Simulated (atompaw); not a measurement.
# A PAW (atompaw) potential for Ga, from input to tests

Do these settings give a usable potential? It is generated, then checked for scattering, ghosts and hardness.

Method: atompaw 4.2.0.5, PBE, scalar-relativistic.

## Step 1: Starting point

The settings as typed:

- element: gallium (Ga, Z = 31)
- type: PAW
- frozen core: [Ar] 3d10
- valence charge: 3
- reference configuration: 4s1 4p2
- partial waves: 4s (bound); 4s channel at 0.05 Ry; 4p (bound); 4p channel at 2.75 Ry; 4d channel at -0.2 Ry
- local potential: bessel scheme, radius 2.20 bohr
- core correction: smooth core density matched at 2.40 bohr
- augmentation charge: besselshape compensation charge, radius 1.85 bohr; PAW radius 2.40 bohr; waves and projectors: bloechl

An earlier all-electron run gives the scale for the radii.

All-electron outer shells of the reference configuration (PBE, scalar-relativistic, ld1.x):

| shell | level (eV) | outermost node (bohr) | outermost maximum (bohr) |
| --- | --- | --- | --- |
| 3p | -100.79 | 0.24 | 0.56 |
| 3d | -21.04 | – | 0.53 |
| 4s | -10.04 | 0.80 | 1.87 |
| 4p | -3.35 | 0.87 | 2.47 |

## Step 2: Generating the potential

Contents of Ga.input:

```
Ga 31
GGA-PBE scalarrelativistic loggrid 1500 logderivrange -3 5 201
4 4 3 0 0 0
4 0 1
4 1 2
0 0 0
c
c
c
v
c
c
v
c
2
2.40 1.85 2.20 2.40
y
0.05
n
y
2.75
n
y
-0.2
n
bloechl besselshape
bessel
PWSCFOUT
UPFDX 0.0125d0 UPFXMIN -7.d0 UPFZMESH 31.d0
END
```

Command:

```bash
$ atompaw < Ga.input > Ga.log
```

What does the calculation give? Wanted: cutoffs for 10 and 1 mRy, occupied levels; bound ghosts; largest phase difference near zero energy, channels read; lowest eigenvalue of the overlap; share of valence orbitals outside the PAW sphere; UPF file.

The runs gave:

| quantity | value |
| --- | --- |
| cutoffs for 10 and 1 mRy, occupied levels | 6 Ry or less and 8 Ry |
| bound ghosts | none found |
| largest phase difference near zero energy, channels read | 0.420 rad |
| lowest eigenvalue of the overlap (Bessel basis) | 0.006 (s) |
| share of valence orbitals outside the PAW sphere | 4s 39 %, 4p 68 % |
| UPF file | written |

What this shows: The overlap operator is nearly singular (0.006). The potential is soft on the atom: the looser tolerance needs 6 Ry or less. The Bessel-basis test finds no level below the valence levels. Of the channels read, d scatters worst near zero energy, by up to 0.42 rad (at the energies tabulated).
